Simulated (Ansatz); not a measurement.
Debugging a single point of Li₃InF₆, space group Fm-3m (Ansatz 0.2.0 through its Python package).

Script `scf_li3inf6.py`:
```python
from pathlib import Path
import logging
import sys
import warnings

import ansatz as az
import numpy as np

logging.basicConfig(stream=sys.stdout, format="%(name)s: %(message)s")
log = logging.getLogger("calc")
log.setLevel(logging.INFO)


def main() -> None:
    lattice = az.Lattice.of(
        [0.0, 4.047243, 4.047243],
        [4.047243, 0.0, 4.047243],
        [4.047243, 4.047243, 0.0],
    )
    sites = [
        ("Li", [0.25, 0.25, 0.25]),
        ("Li", [0.75, 0.75, 0.75]),
        ("Li", [0.5, 0.5, 0.5]),
        ("In", [0.0, 0.0, 0.0]),
        ("F", [0.256107, 0.256107, 0.743893]),
        ("F", [0.256107, 0.743893, 0.743893]),
        ("F", [0.743893, 0.743893, 0.256107]),
        ("F", [0.256107, 0.743893, 0.256107]),
        ("F", [0.743893, 0.256107, 0.743893]),
        ("F", [0.743893, 0.256107, 0.256107]),
    ]
    xtal = az.Crystal(lattice=lattice)
    for symbol, position in sites:
        xtal = xtal.atom(symbol, position)

    base = (
        xtal.calculation()
        .kpoints(mesh=(4, 4, 4))
        .functional("pbe")
        .occupations(az.OccupationsMethod.COLD, width=0.02)
        .basis(35)
        .scf(max_iterations=60)
        .compute(density=True, potential=True, electron_localization_function=True, output_files={"volumetric_format": "npy"}, stress=True)
    )
    with warnings.catch_warnings(record=True) as caught:
        warnings.simplefilter("always")
        done = base.run(threads=1, backend="cpu")
    print("warnings raised:", sorted(w.category.__name__ for w in caught) or "none")
    rep = done.report

    log.info(f"free energy      {rep['free_energy_ev']:.5f} eV")
    log.info(f"per atom         {rep['free_energy_ev'] / len(done.lattice.sites):.5f} eV")
    log.info(f"SCF iterations   {rep['n_iterations']}  (converged: {rep['converged']})")

    folder = Path(done.write_results("fields"))
    log.info("densities in e/A^3, potentials in eV, ELF without unit")
    for name in sorted(p.name for p in folder.glob("*.npy")):
        field = np.load(folder / name)
        log.info(f"{name:16s} {str(field.shape):16s} min {field.min():10.4f}  mean {field.mean():10.4f}  max {field.max():10.4f}")

    principal = np.linalg.eigvalsh(np.array(rep["stress_gpa"]))
    mises = np.sqrt(0.5 * sum((principal[i] - principal[i - 1]) ** 2 for i in range(3)))
    print("principal stresses (GPa, compression positive):", np.round(principal, 3))
    log.info(f"mean {principal.mean():.3f} GPa, von Mises {mises:.3f} GPa, PV = {principal.mean() * rep['setup']['cell_volume_ang3'] / 160.21766:.4f} eV")


if __name__ == "__main__":
    main()
```

`python scf_li3inf6.py` gives:
```text
Traceback (most recent call last):
  File "scf_li3inf6.py", line 68, in <module>
    main()
    ~~~~^^
  File "scf_li3inf6.py", line 47, in main
    done = base.run(threads=1, backend="cpu")
  ...
ansatz.NonConvergedError: refused after 12 iterations: one_centre_occupation = 2.63e0 (threshold 2.00e0); read on the In atom at site 3 (counted from 0), in its partial waves of l = 0. The loop had accepted its state. The figure is how many electrons the atom's PAW partial-wave expansion lays in one spin orbital inside its sphere. Of a state that the partial waves describe, at an atom whose sphere does not reach far into another's, it is at most what a level can hold: about one, and more with the corrected tetrahedra; the threshold leaves room over one. Most likely the run has filled a ghost state, a level that the dataset's projectors bind and the atom lacks (a dataset that is sound under one functional can have one under another), or spheres, of atoms or of an atom and its images, overlap so deeply that the expansion counts electrons twice. The SCF's residuals do not see that, and the energy, the forces and the levels can be wrong by many eV: no result is given. To try: another dataset for the element (`hamiltonian.pseudopotentials`: `source: ansatz` if the run read another table, another `kind`, or another file under `azcp`); where atoms stand so close that spheres overlap [...]
```
(Library frames cut from the traceback.)

Find the fault and give the corrected script.

The fault: a cutoff meant in rydberg is read as eV, so the basis is far too small. Mended:

```diff
--- before
+++ after
@@ -40,3 +40,3 @@
         .occupations(az.OccupationsMethod.COLD, width=0.02)
-        .basis(35)
+        .basis(470)
         .scf(max_iterations=60)
```

The mended script runs so:

```console
$ python scf_li3inf6.py
warnings raised: none
calc: free energy      -11070.63385 eV
calc: per atom         -1107.06339 eV
calc: SCF iterations   6  (converged: True)
calc: densities in e/A^3, potentials in eV, ELF without unit
calc: elf.npy          (45, 45, 45)     min     0.0001  mean     0.2347  max     0.9999
calc: rho.npy          (45, 45, 45)     min     0.0102  mean     0.4827  max    13.5822
calc: v_es.npy         (45, 45, 45)     min   -43.2273  mean     2.1605  max     8.7408
calc: v_tot.npy        (45, 45, 45)     min   -69.7607  mean    -6.1519  max     4.7025
principal stresses (GPa, compression positive): [-0.161 -0.161 -0.161]
calc: mean -0.161 GPa, von Mises 0.000 GPa, PV = -0.1336 eV
```

Notes:
- Absolute energies stand on the zero of these potentials, so only differences at equal settings mean something.
- Densities and potentials on the grid are those of the valence electrons, and inside the cores they hang on the potentials used.
- This cell is a computed structure, which may not be the phase found in nature.
- Run time: 4.2 s on 1 thread of Arm Neoverse V2, with other jobs on the host, peak memory 0.48 GiB.
